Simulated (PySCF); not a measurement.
# CBr2ClF (CBr2ClF): the cost of one run

Computed with PySCF 2.14.0, with density-fitted response routines of our own, on a single molecule, in the gas phase or a continuum. Atoms are numbered from 0 throughout.

### 1 The starting structure

5 atoms, charge 0, multiplicity 1; geometry from: GFN2-xTB. The atoms were then displaced at random by about 0.01 Å, so the start is not that level's minimum.

Bonds of the start (Å): F0–C1 1.31, C1–Cl2 1.76, C1–Br3 1.93, C1–Br4 1.95.

### 2 Geometry optimisation at PBE0-D3(BJ)/def2-TZVP

What the job is given:

```
{"job": {"xc": "PBE0", "basis": "def2-TZVP", "d3": "d3bj", "grid": 2, "shake": 0.01, "kind": "geom"}, "charge": 0, "multiplicity": 1}
F      0.214270     1.382110    -0.019440
C      0.052810     0.082700    -0.009790
Cl     1.641660    -0.674090    -0.123250
Br    -0.810340    -0.400020     1.644120
Br    -1.064830    -0.424670    -1.529520
```

Command:

```bash
OMP_NUM_THREADS=1 python probes_run.py task.json out
```

This one command runs all jobs of the session in turn.

Q: Estimate the wall time and peak memory of this first job on 1 thread of Intel Xeon Platinum 8559C, shared host.

About 1.9 min, with a peak of 0.85 GiB.
